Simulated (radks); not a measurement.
# Filling a jellium sphere with rs = 4.0 bohr: electrons 23 to 30

Aim: add electrons one at a time to a jellium sphere with rs = 4.0 bohr, try the lowest free levels for each, keep the configuration of least energy, and see where shells close. The background charge grows with the count, so each cluster is neutral; its cation and anion are computed too.

Method: non-relativistic spin-polarised Kohn-Sham, PBEsol, spherically averaged shells; computed with radks, version 2.

### Step 1. The model

- well: a jellium sphere with rs = 4.0 bohr
- functional: PBEsol
- levels: named by radial order: 1s, 1p, 1d, 2s, 1f and so on
- units: hartree and bohr; summary energies in eV
- configuration carried in: 1s2 1p6 1d10 2s2 1f(up 2, down 0) (N = 22, energy -1.498591)

Further steps of the session: N = 23; N = 24; 25 electrons; N = 26; N = 27; 28 electrons; N = 29; 30 electrons.

What does the calculation give? Wanted: closed shells at N; largest second difference; most unpaired electrons; ionisation energies; configuration at N = 30.

As calculated:

| quantity | value |
| --- | --- |
| closed shells at N | none in this range |
| largest second difference | 0.347 eV at N = 27 (of N = 23 to 29) |
| most unpaired electrons | 7 at N = 27 |
| ionisation energies | 3.52 to 3.88 eV |
| configuration at N = 30 | 1s2 1p6 1d10 2s2 1f(up 7, down 3) |

In words: No closed-shell configuration falls in this range; the second difference peaks at N = 27, where a shell is half full. Among the lowest states kept at each count, up to 7 electrons are unpaired (N = 27), since exchange favours parallel spins. The ions keep the filling of the neutral cluster, less or plus one electron, without a search of their own. The model keeps every shell spherical, so real clusters and dots, which can deform, may order levels otherwise.
